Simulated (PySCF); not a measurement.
Molecule: OZnClH, in a box.

```
O Zn Cl H
1.0
    13.00000    0.00000    0.00000
     0.00000   12.00000    0.00000
     0.00000    0.00000   12.00000
O Zn Cl H
1 1 1 1
Cartesian
  5.6319 7.1020 5.2202
  6.7893 6.0610 6.0553
  8.2452 4.9400 7.0370
  4.7808 6.7028 5.0309
```

Base run:

```yaml
Program: PySCF 2.14.0
Functional: r2SCAN50
Dispersion: D3(BJ)
Potentials_or_basis: 6-31g* (all-electron)
k_mesh: 1 × 1 × 1
Occupations: fixed
Spin: no spin polarisation
```

Its results: gap between the frontier levels 9.79 eV.

**Question.** The run is repeated on the same cell with these changes: functional from r2SCAN50 to SCAN. What comes out?

**Answer.** Gap between the frontier levels 5.19 eV.

r2SCAN50 gives the wider gap, since exact exchange removes part of the self-interaction.

Caveats: this is a molecule in a periodic box at the Γ point, so its band gap is the HOMO-LUMO gap; the basis of atomic orbitals isn't converged, which shifts pressures, moduli and gaps.

